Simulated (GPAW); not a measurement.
NbSi, 2 atoms in the cell. It takes space group Pm-3m (No. 221, cubic). Conventional cell: a = 3.156 Å, b = 3.156 Å, c = 3.156 Å, α = 90.00°, β = 90.00°, γ = 90.00°. Nb (site symmetry m-3m) is surrounded by 8 Si at 2.73 Å. Around Si (site symmetry m-3m) lie 8 Nb at 2.73 Å. The cell was built by a generator and needn't be a form met in nature.

* Program: GPAW 26.7.0
* Task: band structure
* Functional: LDA
* Potentials or basis: the program's PAW data sets (release 1.2.1) made for this functional
* Cutoff: 600 eV
* Basis: pw
* k mesh: 8 × 8 × 8
* Occupations: fermi-dirac, width 0.05 eV
* Spin: no spin polarisation
* Maxiter: 150
* Band path: GXMGRX,MR
* Band points: 80

Potentials or basis: the program's PAW data sets (release 1.2.1) made for this functional, pw.

The run is started by

```console
$ OMP_NUM_THREADS=1 python run.py
```

Hardware: 1 thread of Arm Neoverse V2, with other jobs on the host.

How long does it take, and how much memory?

Run time: 23 s on 1 thread of Arm Neoverse V2, on a shared host, peak memory 0.22 GiB. Counts: scf iterations 13, plane waves 1064, bands 19, k points 35.
